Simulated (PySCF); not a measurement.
**MoSF₂: relaxation and vibrations of the triplet**

Where does triplet MoSF₂ go from a T-shaped (ligand arrangement 2) start, is the end point a minimum, and what are its modes, charges and moments?

The runs use PySCF 2.14.0; B3LYP, basis Mo def2-SVP with ECP28, S def2-SVP, F def2-SVP, scalar-relativistic core potentials, no spin–orbit coupling, density fitting.

## 1. Where the work starts

4 atoms, charge 0, spin multiplicity 3.

Bond lengths: Mo1–S2 2.150 Å, Mo1–F3 2.020 Å, Mo1–F4 2.020 Å. Angles: S2–Mo1–F3 88.0°, S2–Mo1–F4 88.0°, F3–Mo1–F4 176.0°.

```xyz
4
charge 0 multiplicity 3
Mo    0.0000    0.0000   -0.4254
S     0.0000    0.0000    1.7246
F     2.0188    0.0000   -0.3549
F    -2.0188    0.0000   -0.3549
```

## 2. Relaxation: T-shaped (ligand arrangement 2) start, triplet

The steps below are one call of a driver around PySCF. For each, scf.py gives the equivalent set-up of the SCF; relaxations use the driver's own optimiser. Before each start the driver seeks the lowest SCF state from one or more starting densities and follows internal instabilities, so scf.py alone need not reach the same state.

The program finds C2v symmetry in the start, which this walk keeps.

scf.py reads:

```python
from pyscf import gto, scf, dft
mol = gto.M(atom='''
Mo     0.000000     0.000000    -0.425430
S      0.000000     0.000000     1.724570
F      2.018800    -0.000000    -0.354930
F     -2.018800     0.000000    -0.354930''',
    basis={'Mo': 'def2-SVP', 'S': 'def2-SVP', 'F': 'def2-SVP'},
    ecp={'Mo': 'def2-SVP'},
    charge=0, spin=2)
mf = dft.UKS(mol, xc='B3LYP')
mf.grids.atom_grid = (50, 194)
aux = {'Mo': 'def2-universal-JKFIT', 'S': 'def2-universal-JKFIT', 'F': 'def2-universal-JKFIT'}
mf = mf.density_fit(auxbasis=aux)
mf.kernel()
```

Energy and gradient, step by step:

```csv
step,energy (Eh),change (kJ/mol),largest symmetric gradient (Eh/bohr)
0,-665.863300,0.00,0.07543
1,-665.894885,-82.93,0.03798
2,-665.918635,-145.28,0.02512
3,-665.930335,-176.00,0.01265
4,-665.934007,-185.64,0.00279
5,-665.934188,-186.12,0.00154
6,-665.934182,-186.10,0.00275
7,-665.934195,-186.14,0.00003
```

The walk ran for 9.6 s (4 threads, shared host).

After 7 steps and 186.1 kJ/mol it ends at C2v: Mo–F 1.868 Å (×2), Mo–S 2.106 Å; F–Mo–F 120.5°, F–Mo–S 119.7° (×2).

## 3. Frequencies

The point is checked on the finer grid, and tightened if its gradient asks for it. The Hessian and the dipole derivatives come from central differences of analytic gradients, with steps of 0.01 bohr.

scf.py, as its differences from that of step 2:

```diff
@@ -3,4 +3,4 @@
-Mo     0.000000     0.000000    -0.425430
-S      0.000000     0.000000     1.724570
-F      2.018800    -0.000000    -0.354930
-F     -2.018800     0.000000    -0.354930''',
+Mo     0.000000     0.000000    -0.189318
+S      0.000000     0.000000     1.916832
+F      1.619762    -0.000000    -1.119793
+F     -1.619762     0.000000    -1.119793''',
@@ -11 +11 @@
-mf.grids.atom_grid = (50, 194)
+mf.grids.atom_grid = (75, 302)
```

This SCF starts from the last density.

Log of the central SCF (cycles and frontier levels):

```text
init E= -665.934303712355
[... the frontier-level lines of each cycle are left out ...]
cycle= 1 E= -665.934303710231  delta_E= 2.12e-09  |g|= 7.12e-05  |ddm|= 8.36e-05
cycle= 2 E= -665.934303689447  delta_E= 2.08e-08  |g|= 0.000204  |ddm|= 0.000253
cycle= 3 E= -665.934303711699  delta_E= -2.23e-08  |g|= 4.6e-05  |ddm|= 0.000218
cycle= 4 E= -665.934303712722  delta_E= -1.02e-09  |g|= 1.46e-06  |ddm|= 3.71e-05
cycle= 5 E= -665.934303712722  delta_E= 4.55e-13  |g|= 7.62e-08  |ddm|= 1.5e-06
Extra cycle  E= -665.934303712727  delta_E= -5e-12  |g|= 1.36e-07  |ddm|= 3.51e-07
converged SCF energy = -665.934303712727  <S^2> = 2.0489281  2S+1 = 3.0324433
```

The whole step took 25 s.

Geometry: C2v; Mo–F 1.868 Å (×2), Mo–S 2.106 Å; F–Mo–F 120.2°, F–Mo–S 119.9° (×2).

Harmonic modes (main isotopes):

```
symmetry  ω (cm⁻¹)  IR (km/mol)     type
      b1       119         13.0     bend
      b2       134          4.2     bend
      a1       161          3.5     bend
      a1       561         15.8  stretch
      a1       676          133  stretch
      b2       686          159  stretch
```

Every mode is real; the point is a minimum.

Constants and moments:

```
Dipole moment                                                   : 0.23 D
Highest occupied level                                          : -6.95 eV
Lowest empty level                                              : -4.06 eV
Rotational constants                                            : 0.1691, 0.09997, 0.06283 cm⁻¹
Zero-point energy                                               : 14.0 kJ/mol
Principal polarisabilities                                      : 36.5, 40.8, 65.7 bohr³
Atomisation energy without zero-point energy                    : 1462 kJ/mol
Principal traceless quadrupole moments about the centre of mass : -6.23, -0.22, 6.45 D Å
Entropy at 298.15 K and 1 bar (electronic part: spin only)      : 329.0 J/(mol K)
Heat capacity Cp at 298.15 K                                    : 69.2 J/(mol K)
Enthalpy at 298.15 K above 0 K                                  : 16.26 kJ/mol
Rotational symmetry number                                      : 2
Spin squared ⟨S²⟩                                               : 2.049
```

Charges (e) and bond orders:

| atom | Mulliken | Löwdin | polar tensor | spin (Mulliken) | Mayer order to Mo1 |
| --- | --- | --- | --- | --- | --- |
| Mo1 | 0.80 | 0.00 | 1.67 | 2.19 | – |
| S2 | -0.10 | 0.31 | -0.41 | -0.28 | 2.43 |
| F3,4 | -0.35 | -0.16 | -0.63 | 0.04 | 1.03 |

Mulliken populations on Mo1 (outside its core potential): s 2.44, p 6.43, d 4.29, f 0.05.

## 4. Outcome

```
                                          quantity                                                               value
                                           minimum                                                        triplet, C2v
                                          geometry  Mo–F 1.868 Å (×2), Mo–S 2.106 Å; F–Mo–F 120.2°, F–Mo–S 119.9° (×2)
                                wavenumbers (cm⁻¹)          119 (b1), 134 (b2), 161 (a1), 561 (a1), 676 (a1), 686 (b2)
                                     dipole moment                                                              0.23 D
highest occupied, lowest empty level (either spin)                                                     -6.95, -4.06 eV
                        polar-tensor charge of Mo1                                                             +1.67 e
                                 zero-point energy                                                         14.0 kJ/mol
                               entropy at 298.15 K                                                     329.0 J/(mol K)
         atomisation energy (no zero-point energy)                                                         1462 kJ/mol
                                              ⟨S²⟩                                                               2.049
```

The molecule stays C2v, as typed, and the end point is a minimum. The strongest infrared band lies at 686 cm⁻¹ (b2, stretch). Most of the spin sits on Mo1 (Mulliken spin 2.19, against 2 for the whole molecule). Other starts or spin states, not run here, may lie lower. Open d and f shells are described by one determinant, and the ground state may have another occupation or spin.

The search up to here took 41 s.
